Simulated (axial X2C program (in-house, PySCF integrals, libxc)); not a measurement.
# ZrBr: from the state search to constants

What are the state, bond length, wavenumber and bond energy of ZrBr, and what does spin–orbit coupling change?

Program: an in-house X2C program for linear molecules on PySCF integrals. Level of theory: all-electron X2C, Zr dyall-cv3z, Br dyall-cv3z. These are calculated values, not measurements.

## Step 1: Input

File task.json:

```json
{"zs": [40, 35], "q": 0, "bas": ["dyall-cv3z", "dyall-cv3z"], "levels": ["PBE0", "HF", "PW91"], "cc": true, "r0": 2.68, "thr": -2.0, "nmax": 110, "npts": 10, "nst": 2, "ntry": 8}
```

Keys: zs atomic numbers; q charge; bas basis sets; levels methods (HF also brings MP2); cc coupled cluster on or off; r0 starting distance in Å; thr threshold in hartree for freezing inner shells (an s shell follows its p shell); nmax most natural virtual spinors; npts points asked for on the curve; nst determinants followed; ntry starts of the search.

Command:

```bash
python so2c.py task.json out
```

Spin-free means the one-electron spin-free X2C Hamiltonian; two-component (2c) means X2C with spin–orbit coupling and atomic mean-field two-electron Coulomb and Gaunt terms. Basis: Zr dyall-cv3z contracted to [11s12p9d6f3g], Br dyall-cv3z contracted to [8s9p6d4f1g]; Gaussian nuclei, density fitting. Masses: Zr 89.905 u, Br 78.918 u.

Notation: σ, π±, δ± give the projection m of an orbital's angular momentum (0, ±1, ±2), α and β its spin, Λ and M_S the sums; ω is the projection of a spinor's total angular momentum and Ω the sum. Logs are in hartree.

The results follow Hamiltonian by Hamiltonian and level by level.

## Step 2: State search with PBE0

PBE0 moves the distance from 2.680 Å to 2.487 Å and compares determinants there.

Spin-free determinants:

| ΔE (eV) | state | open shells |
| --- | --- | --- |
| 0.00 | M_S = 3/2, Λ = 0 | beyond closed shells: σα, δ+α, δ-α |
| 0.14 | M_S = 3/2, Λ = 3 | beyond closed shells: σα, π+α, δ+α |
| 0.24 | M_S = 3/2, Λ = 1 | beyond closed shells: σα, π-α, δ+α |
| 0.39 | M_S = 1/2, Λ = 2 | beyond closed shells: δ+α |
| 0.54 | M_S = 3/2, Λ = 0 | beyond closed shells: σα, π+α, π-α |
| 0.62 | M_S = 3/2, Λ = 2 | beyond closed shells: 2 × σα, δ+α |
| 0.80 | M_S = 1/2, Λ = 1 | beyond closed shells: σα, π-β, δ+α |

Two-component determinants:

| ΔE (eV) | state | open shells |
| --- | --- | --- |
| 0.00 | Ω = 3/2 | excess of +ω over −ω: ω = 1/2, ω = -3/2, ω = 5/2 |
| 0.06 | Ω = 3/2 | excess of +ω over −ω: ω = 3/2 |
| 0.22 | Ω = 9/2 | excess of +ω over −ω: ω = 1/2, ω = 3/2, ω = 5/2 |
| 0.23 | Ω = 1/2 | excess of +ω over −ω: ω = 1/2 |
| 0.25 | Ω = 5/2 | excess of +ω over −ω: ω = 5/2 |
| 0.67 | Ω = 7/2 | excess of +ω over −ω: 2 × ω = 1/2, ω = 5/2 |
| 0.73 | Ω = 1/2 | excess of +ω over −ω: 2 × ω = -1/2, ω = 3/2 |

## Step 3: PBE0, spin-free

State followed: M_S = 3/2, Λ = 0 (beyond closed shells: σα, δ+α, δ-α). The scan is laid around 2.487 Å, a first estimate of the minimum, and this SCF restarts from the orbitals of the search.

Output at 2.487 Å:

```text
spin-free X2C-1e  PBE0
basis functions 263  fitting functions 1311  grid points 5803
iter        total energy     max residual
   1      -6204.132589904     1.37e-05
   2      -6204.132589922     1.25e-05
   3      -6204.132589927     6.76e-06
   4      -6204.132589932     3.26e-06
   5      -6204.132589933     8.74e-07
converged
one-electron -9188.22962672  Coulomb 2893.80162035  exact exchange -51.06829850  xc functional -156.52454211  nuclear repulsion 297.88825705
```

Along the bond, energies from the lowest point:

```
R (Å)  E (eV)  μ (D)  HOMO (eV)  LUMO (eV)  iterations
2.164  0.8954  -2.75      -4.00      -1.54          13
2.263  0.3603  -3.14      -4.16      -1.68          12
2.338  0.1370  -3.45      -4.28      -1.80          12
2.412  0.0262  -3.79      -4.40      -1.91          12
2.487  0.0000  -4.14      -4.53      -2.02           5
2.574  0.0483  -4.57      -4.66      -2.15          12
2.661  0.1571  -5.03      -4.80      -2.29          12
2.773  0.3554  -5.63      -4.97      -2.48          12
2.910  0.6495  -6.38      -5.16      -2.71          13
3.109  1.1162  -7.49      -5.40      -3.02          14
```

Dipoles are positive if Br is the positive end.

Outer orbitals at the reference distance:

| symmetry | occupied | ε (eV) | atomic character |
| --- | --- | --- | --- |
| σα | yes | -34.53 | 98% Zr p |
| π+α | yes | -34.30 | 100% Zr p |
| π-α | yes | -34.30 | 100% Zr p |
| σβ | yes | -33.86 | 98% Zr p |
| π-β | yes | -32.29 | 100% Zr p |
| π+β | yes | -32.29 | 100% Zr p |
| σβ | yes | -21.27 | 74% Br s, 8% Zr d, 8% Zr p |
| σα | yes | -21.21 | 74% Br s, 8% Zr d, 8% Zr p |
| σα | yes | -9.16 | 77% Br p, 12% Zr d, 5% Zr s |
| σβ | yes | -9.10 | 79% Br p, 10% Zr d, 5% Zr s |
| π-β | yes | -8.26 | 79% Br p, 9% Zr d, 5% Zr f |
| π+β | yes | -8.26 | 79% Br p, 9% Zr d, 5% Zr f |
| π+α | yes | -8.25 | 77% Br p, 11% Zr d, 5% Zr f |
| π-α | yes | -8.25 | 77% Br p, 11% Zr d, 5% Zr f |
| σα | yes | -5.10 | 68% Zr s, 25% Zr d, 4% Zr p |
| δ-α | yes | -4.53 | 100% Zr d |
| δ+α | yes | -4.53 | 100% Zr d |
| π-α | no | -2.02 | 74% Zr d, 19% Zr p, 3% Br p |
| π+α | no | -2.02 | 74% Zr d, 19% Zr p, 3% Br p |
| σα | no | -1.99 | 44% Zr d, 39% Zr p, 9% Zr s |
| σβ | no | -1.86 | 77% Zr s, 19% Zr p |

PBE0 fields in the half plane through the axis: z from -2.4 to 4.8 Å across, distance from the axis 0.15 to 2.25 Å upwards; Zr lies at z = 0 and Br at z = 2.487 Å; the ELF is damped to zero where the density is low.

log10 density (e/bohr³). Ten even steps from '0' (-4.63 ) to '9' (1.60 ):
```
1112223333322222222211100
1122333333333333333222110
1222334444333334443332210
1223344444444444444433211
1223345555544455555443321
1223445666555556665544321
1223456777655566776554322
1223467898665567997654322
```

ELF. Ten even steps from '0' (0.00 ) to '9' (0.83 ):
```
0013567776421001111000000
0124577876421123443210000
0123457776421256776532000
0112235665212578998763100
0100013676202799999975310
0000015898413898669997410
1000169525823972433997520
1000499555854946492898520
```

Re = 2.477 Å, ωe = 275.9 cm⁻¹, ωexe = 0.635 cm⁻¹, Be = 0.06538 cm⁻¹, De = 4.45 eV, μ = -4.09 D.

## Step 4: HF, spin-free

Output at 2.487 Å:

```text
spin-free X2C-1e  HF
basis functions 263  fitting functions 1311  grid points 5803
iter        total energy     max residual
   1      -6200.812943326     2.67e-01
   2      -6200.845258293     1.04e-02
   3      -6200.846750487     3.79e-03
   4      -6200.847125571     1.87e-03
   5      -6200.847253994     1.50e-03
   6      -6200.847332821     1.28e-03
   7      -6200.847396358     1.01e-03
   8      -6200.847461656     6.77e-04
   9      -6200.847513598     1.35e-04
  10      -6200.847516482     2.09e-05
  11      -6200.847516520     1.05e-05
  12      -6200.847516529     4.88e-06
  13      -6200.847516530     1.90e-06
converged
one-electron -9187.19787036  Coulomb 2892.84569858  exact exchange -204.38360180  xc functional 0.00000000  nuclear repulsion 297.88825705
```

Re = 2.573 Å, ωe = 253.9 cm⁻¹, ωexe = 0.559 cm⁻¹, Be = 0.06061 cm⁻¹, De = 3.30 eV, μ = -4.97 D.

## Step 5: PW91, spin-free

Output at 2.487 Å:

```text
spin-free X2C-1e  PW91
basis functions 263  fitting functions 1311  grid points 5803
iter        total energy     max residual
   1      -6205.214387821     1.13e-01
   2      -6205.218697993     7.43e-03
   3      -6205.209941042     2.17e-02
   4      -6205.220489773     8.89e-04
   5      -6205.220514643     6.95e-04
   6      -6205.220524366     2.57e-04
   7      -6205.220526557     1.97e-05
   8      -6205.220526560     8.55e-06
   9      -6205.220526561     1.71e-06
converged
one-electron -9188.10458541  Coulomb 2893.65735129  exact exchange 0.00000000  xc functional -208.66154949  nuclear repulsion 297.88825705
```

Re = 2.473 Å, ωe = 275.0 cm⁻¹, ωexe = 0.654 cm⁻¹, Be = 0.0656 cm⁻¹, De = 4.60 eV, μ = -3.47 D.

## Step 6: Correlated methods, spin-free

Correlated methods: 19 electrons correlated (frozen shells, counted by type: Zr 3 s, 2 p, 1 d; Br 3 s, 2 p, 1 d), 323 virtual spinors in MP2, 109 natural virtuals in coupled cluster.

Output of the correlated part at 2.487 Å:

```text
correlated 19  virtual 323  natural virtual 109  E(MP2) -0.479765400  MP2 remainder -0.027820149
iter   CCSD correlation   residual
   1     -0.465588222   1.14e-01
   2     -0.473401896   4.66e-02
   3     -0.475822668   2.34e-02
   4     -0.475848812   1.20e-02
   5     -0.475883874   6.46e-03
   6     -0.475928112   3.07e-03
   7     -0.475931082   1.23e-03
   8     -0.475936961   4.27e-04
   9     -0.475928660   1.62e-04
  10     -0.475928305   6.87e-05
  11     -0.475927475   3.41e-05
  12     -0.475927680   1.81e-05
  13     -0.475927685   9.66e-06
(T) -0.017579955  T1 0.0209  D1 0.0557  max T2 0.073
```

T1 in the output is the amplitude norm over the root of the electron number; divide by √2 for the Lee–Taylor value.

MP2: Re = 2.476 Å, ωe = 280.0 cm⁻¹, Be = 0.06543 cm⁻¹, De = 4.21 eV.

CCSD: Re = 2.504 Å, ωe = 272.9 cm⁻¹, ωexe = 0.603 cm⁻¹, Be = 0.06398 cm⁻¹, De = 3.85 eV. T1 at Re = 0.015 (Lee–Taylor, the printed value over √2).

CCSD(T): Re = 2.495 Å, ωe = 275.7 cm⁻¹, ωexe = 0.61 cm⁻¹, Be = 0.06443 cm⁻¹, De = 3.85 eV. T1 at Re = 0.015 (Lee–Taylor, the printed value over √2).

## Step 7: A higher determinant, spin-free

State: M_S = 3/2, Λ = 3 (beyond closed shells: σα, π+α, δ+α).

Output at the reference distance:

```text
spin-free X2C-1e  PBE0
basis functions 263  fitting functions 1311  grid points 5803
iter        total energy     max residual
   1      -6204.127470128     1.14e-05
   2      -6204.127470137     1.00e-05
   3      -6204.127470140     3.98e-06
   4      -6204.127470141     2.00e-06
converged
one-electron -9187.89504321  Coulomb 2893.45066878  exact exchange -51.06643857  xc functional -156.50491419  nuclear repulsion 297.88825705
```

```
R (Å)  E above the lowest PBE0 point (eV)
2.164                               1.194
2.263                               0.601
2.338                               0.340
2.412                               0.196
2.487                               0.139
2.574                               0.157
2.661                               0.239
2.773                               0.408
2.910                               0.673
```

Re = 2.510 Å, ωe = 265.5 cm⁻¹, ωexe = 0.618 cm⁻¹, Be = 0.06366 cm⁻¹, μ = -3.54 D. Te = 0.14 eV.

## Step 8: The spin-free curves together

Energy (eV) of the followed determinant, spin-free, from each level's lowest point:

```
R (Å)   PBE0     HF    MP2   CCSD  CCSD(T)   PW91
2.164  0.895  1.442  0.909    n/a      n/a  0.865
2.263  0.360  0.717  0.365  0.460    0.432  0.343
2.338  0.137  0.372  0.138  0.196    0.179  0.127
2.412  0.026  0.157  0.026  0.053    0.044  0.022
2.487  0.000  0.041  0.000  0.000    0.000  0.000
2.574  0.048  0.000  0.051  0.024    0.033  0.051
2.661  0.157  0.035  0.164  0.115    0.131  0.161
2.773  0.355  0.157  0.370  0.298    0.322  0.359
2.910  0.649  0.382  0.677    n/a      n/a  0.649
3.109  1.116  0.782  1.167    n/a      n/a  1.106
```

## Step 9: PBE0, 2c

State followed: Ω = 3/2 (excess of +ω over −ω: ω = 1/2, ω = -3/2, ω = 5/2). The scan is laid around 2.487 Å, a first estimate of the minimum, and this SCF restarts from the orbitals of the search.

The SCF at the reference distance of 2.487 Å:

```text
two-component X2C + atomic mean field  PBE0
basis functions 263  fitting functions 1311  grid points 5803
iter        total energy     max residual
   1      -6201.846170413     5.95e-06
   2      -6201.846170414     4.05e-06
converged
one-electron -9182.22704879  Coulomb 2892.58442250  exact exchange -51.04564055  xc functional -156.45559792  nuclear repulsion 297.88825705  atomic mean-field constant -2.59056271
```

Along the bond, energies from the lowest point:

```
R (Å)  E (eV)  μ (D)  HOMO (eV)  LUMO (eV)  iterations
2.164  0.8981  -2.75      -3.95      -1.56          13
2.263  0.3621  -3.13      -4.11      -1.71          12
2.338  0.1382  -3.44      -4.23      -1.82          12
2.412  0.0267  -3.78      -4.36      -1.93          12
2.487  0.0000  -4.13      -4.48      -2.05           2
2.574  0.0476  -4.56      -4.62      -2.18          12
2.661  0.1558  -5.01      -4.75      -2.31          12
2.773  0.3533  -5.61      -4.92      -2.48          12
2.910  0.6464  -6.37      -5.10      -2.70          13
3.109  1.1117  -7.47      -5.35      -3.02          14
```

Dipoles are positive if Br is the positive end.

Outer spinors at the reference distance:

```csv
ω,occupied,ε (eV),atomic character,λ mixture
-1/2,yes,-35.31,100% Zr p,"76% π, 24% σ"
1/2,yes,-34.84,98% Zr p,"86% σ, 14% π"
3/2,yes,-33.70,100% Zr p,100% π
-1/2,yes,-33.37,98% Zr p,"76% σ, 24% π"
1/2,yes,-32.51,100% Zr p,"85% π, 15% σ"
-3/2,yes,-31.67,100% Zr p,100% π
-1/2,yes,-21.28,"74% Br s, 8% Zr d, 8% Zr p",100% σ
1/2,yes,-21.22,"74% Br s, 8% Zr d, 8% Zr p",100% σ
1/2,yes,-9.21,"78% Br p, 11% Zr d, 5% Zr s","94% σ, 6% π"
-1/2,yes,-9.15,"79% Br p, 10% Zr d, 4% Zr s","93% σ, 7% π"
1/2,yes,-8.36,"79% Br p, 9% Zr d, 5% Zr f","94% π, 6% σ"
-1/2,yes,-8.35,"77% Br p, 11% Zr d, 5% Zr f","93% π, 7% σ"
-3/2,yes,-8.10,"78% Br p, 10% Zr d, 5% Zr f",100% π
3/2,yes,-8.10,"76% Br p, 12% Zr d, 5% Zr f",100% π
1/2,yes,-5.09,"68% Zr s, 25% Zr d, 4% Zr p",100% σ
-3/2,yes,-4.57,100% Zr d,100% δ
5/2,yes,-4.48,100% Zr d,100% δ
-1/2,no,-2.05,"75% Zr d, 19% Zr p, 3% Br p",100% π
3/2,no,-1.99,"74% Zr d, 20% Zr p, 3% Br p",100% π
1/2,no,-1.98,"44% Zr d, 39% Zr p, 9% Zr s",100% σ
-1/2,no,-1.86,"77% Zr s, 19% Zr p",100% σ
```

PBE0 fields in the half plane through the axis: z from -2.4 to 4.8 Å across, distance from the axis 0.15 to 2.25 Å upwards; Zr lies at z = 0 and Br at z = 2.487 Å; the ELF is damped to zero where the density is low.

log10 density (e/bohr³). Ten even steps from ' ' (-4.63 ) to '@' (1.60 ):
```
......::::::----------::::::::::::::::::......    
....::::------------------------------::::::....  
..::::::----========----------======------::::..  
..::::----==============================----::....
..::::----==++++++++++======++++++++++====----::..
..::::--====++******++++++++++******++++====--::..
..::::--==++**######**++++++****####**++++==--::::
..::::--==**##%%@@%%****++++**##@@@@##**++==--::::
```

ELF. Ten even steps from '0' (0.00 ) to '9' (0.83 ):
```
0013567776421001111000000
0124567876421123443210000
0123457776421256676532000
0112235665212578998763100
0100013676202799999975310
0000015898413898669997410
1000169525823972433997520
1000499555854946492898520
```

Re = 2.478 Å, ωe = 275.6 cm⁻¹, ωexe = 0.636 cm⁻¹, Be = 0.06534 cm⁻¹, De = 4.34 eV, μ = -4.09 D.

## Step 10: HF, 2c

The SCF at the reference distance of 2.487 Å:

```text
two-component X2C + atomic mean field  HF
basis functions 263  fitting functions 1311  grid points 5803
iter        total energy     max residual
   1      -6198.527494134     2.69e-01
   2      -6198.559814023     1.05e-02
   3      -6198.561312410     3.80e-03
   4      -6198.561689188     1.90e-03
   5      -6198.561817717     1.49e-03
   6      -6198.561896195     1.27e-03
   7      -6198.561959147     1.01e-03
   8      -6198.562023767     6.75e-04
   9      -6198.562076523     1.35e-04
  10      -6198.562079744     8.00e-05
  11      -6198.562079848     7.28e-05
  12      -6198.562079918     6.54e-05
  13      -6198.562080000     5.56e-05
  14      -6198.562080103     4.07e-05
  15      -6198.562080209     1.80e-05
  16      -6198.562080240     4.14e-06
  17      -6198.562080243     1.97e-06
  18      -6198.562080244     1.17e-06
converged
one-electron -9181.19886346  Coulomb 2891.63215053  exact exchange -204.29306165  xc functional 0.00000000  nuclear repulsion 297.88825705  atomic mean-field constant -2.59056271
```

Re = 2.573 Å, ωe = 253.6 cm⁻¹, ωexe = 0.559 cm⁻¹, Be = 0.06057 cm⁻¹, De = 3.16 eV, μ = -4.98 D.

## Step 11: PW91, 2c

Output at 2.487 Å:

```text
two-component X2C + atomic mean field  PW91
basis functions 263  fitting functions 1311  grid points 5803
iter        total energy     max residual
   1      -6202.927073896     1.13e-01
   2      -6202.931376886     7.63e-03
   3      -6202.922535567     2.18e-02
   4      -6202.933177109     9.21e-04
   5      -6202.933202586     6.97e-04
   6      -6202.933212311     2.59e-04
   7      -6202.933214537     1.99e-05
   8      -6202.933214540     8.56e-06
   9      -6202.933214541     1.70e-06
converged
one-electron -9182.10108287  Coulomb 2892.43921957  exact exchange 0.00000000  xc functional -208.56904558  nuclear repulsion 297.88825705  atomic mean-field constant -2.59056271
```

Re = 2.474 Å, ωe = 274.6 cm⁻¹, ωexe = 0.655 cm⁻¹, Be = 0.06556 cm⁻¹, De = 4.49 eV, μ = -3.47 D.

## Step 12: MP2 and beyond, 2c

Correlated methods: 19 electrons correlated (frozen shells, counted by type: Zr 3 s, 2 p, 1 d; Br 3 s, 2 p, 1 d), 323 virtual spinors in MP2, 110 natural virtuals in coupled cluster.

Output of the correlated part at 2.487 Å:

```text
correlated 19  virtual 323  natural virtual 110  E(MP2) -0.479876313  MP2 remainder -0.026886246
iter   CCSD correlation   residual
   1     -0.466584523   1.14e-01
   2     -0.474417127   4.66e-02
   3     -0.476845839   2.34e-02
   4     -0.476872489   1.19e-02
   5     -0.476907109   6.44e-03
   6     -0.476950809   3.06e-03
   7     -0.476953799   1.23e-03
   8     -0.476959797   4.33e-04
   9     -0.476951439   1.69e-04
  10     -0.476951106   7.80e-05
  11     -0.476950223   4.43e-05
  12     -0.476950493   2.80e-05
  13     -0.476950516   1.86e-05
  14     -0.476950541   1.18e-05
  15     -0.476950529   6.68e-06
(T) -0.017648034  T1 0.0209  D1 0.0556  max T2 0.072
```

MP2: Re = 2.477 Å, ωe = 279.7 cm⁻¹, Be = 0.0654 cm⁻¹, De = 4.06 eV.

CCSD: Re = 2.505 Å, ωe = 272.6 cm⁻¹, ωexe = 0.601 cm⁻¹, Be = 0.06394 cm⁻¹, De = 3.69 eV. T1 at Re = 0.015 (Lee–Taylor, the printed value over √2).

CCSD(T): Re = 2.496 Å, ωe = 275.2 cm⁻¹, ωexe = 0.606 cm⁻¹, Be = 0.06439 cm⁻¹, De = 3.69 eV. T1 at Re = 0.015 (Lee–Taylor, the printed value over √2).

## Step 13: A higher determinant, 2c

State: Ω = 3/2 (excess of +ω over −ω: ω = 3/2).

Output at the reference distance:

```text
two-component X2C + atomic mean field  PBE0
basis functions 263  fitting functions 1311  grid points 5803
iter        total energy     max residual
   1      -6201.843814575     1.33e-05
   2      -6201.843814596     1.01e-05
   3      -6201.843814604     8.55e-06
   4      -6201.843814617     4.25e-06
   5      -6201.843814620     1.71e-06
   6      -6201.843814620     8.87e-07
converged
one-electron -9181.94668895  Coulomb 2892.28625826  exact exchange -51.04395601  xc functional -156.43712227  nuclear repulsion 297.88825705  atomic mean-field constant -2.59056271
```

```
R (Å)  E above the lowest PBE0 point (eV)
2.164                               1.121
2.263                               0.528
2.338                               0.266
2.412                               0.121
2.487                               0.064
2.574                               0.081
2.661                               0.163
2.773                               0.332
2.910                               0.596
```

Re = 2.511 Å, ωe = 265.4 cm⁻¹, ωexe = 0.618 cm⁻¹, Be = 0.06364 cm⁻¹, μ = -3.52 D. Te = 0.06 eV.

## Step 14: The 2c curves together

Energy (eV) of the followed determinant, 2c, from each level's lowest point:

```
R (Å)   PBE0     HF    MP2   CCSD  CCSD(T)   PW91
2.164  0.898  1.446  0.912    n/a      n/a  0.867
2.263  0.362  0.720  0.367  0.462    0.434  0.345
2.338  0.138  0.374  0.140  0.198    0.180  0.128
2.412  0.027  0.158  0.026  0.053    0.045  0.023
2.487  0.000  0.041  0.000  0.000    0.000  0.000
2.574  0.048  0.000  0.050  0.023    0.032  0.051
2.661  0.156  0.034  0.162  0.114    0.129  0.160
2.773  0.353  0.156  0.368  0.296    0.319  0.357
2.910  0.646  0.380  0.674    n/a      n/a  0.646
3.109  1.112  0.778  1.163    n/a      n/a  1.101
```

The whole job took 11 min on 1 thread of Arm Neoverse V1, shared host; peak memory 1.8 GiB.

## Step 15: What came out

Lowest determinant that the search found at its distance, spin-free: M_S = 3/2, Λ = 0 (beyond closed shells: σα, δ+α, δ-α).

Lowest determinant that the search found at its distance, 2c: Ω = 3/2 (excess of +ω over −ω: ω = 1/2, ω = -3/2, ω = 5/2).

| Hamiltonian | level | Re (Å) | ωe (cm⁻¹) | De (eV) | μ (D) |
| --- | --- | --- | --- | --- | --- |
| spin-free | PBE0 | 2.477 | 275.9 | 4.45 | -4.09 |
| spin-free | HF | 2.573 | 253.9 | 3.30 | -4.97 |
| spin-free | MP2 | 2.476 | 280.0 | 4.21 | n/a |
| spin-free | CCSD | 2.504 | 272.9 | 3.85 | n/a |
| spin-free | CCSD(T) | 2.495 | 275.7 | 3.85 | n/a |
| spin-free | PW91 | 2.473 | 275.0 | 4.60 | -3.47 |
| 2c | PBE0 | 2.478 | 275.6 | 4.34 | -4.09 |
| 2c | HF | 2.573 | 253.6 | 3.16 | -4.98 |
| 2c | MP2 | 2.477 | 279.7 | 4.06 | n/a |
| 2c | CCSD | 2.505 | 272.6 | 3.69 | n/a |
| 2c | CCSD(T) | 2.496 | 275.2 | 3.69 | n/a |
| 2c | PW91 | 2.474 | 274.6 | 4.49 | -3.47 |

Dipoles are positive if Br is the positive end.

Time per point (s) on 1 thread of Arm Neoverse V1, shared host (2c runs; CCSD comes with the CCSD(T) run); the times are rough: PBE0 1.6, HF 1.9, MP2 3, CCSD(T) 26, PW91 0.62.

At CCSD(T), going from spin-free to two-component changes Re by +1 mÅ, ωe by -0.2 %, which is small (part of it comes from the scalar share of the two-electron terms). De moves by -0.16 eV; both De rest on single-determinant atoms, which can miss part of an open shell's spin–orbit lowering.

De refers to Zr + Br, each in the lowest determinant found, which need not be this curve's own limit. Each curve is one determinant whose occupation by symmetry is held fixed; it was picked as the lowest of a PBE0 search that is not exhaustive. Dissociation energies refer to the lowest single-determinant-based atoms at the same level and basis. Density functionals use the spin component along the axis (collinear). CCSD and (T) use frozen natural virtuals with an MP2 correction for the truncation. With several unpaired electrons one determinant need not be a pure state.
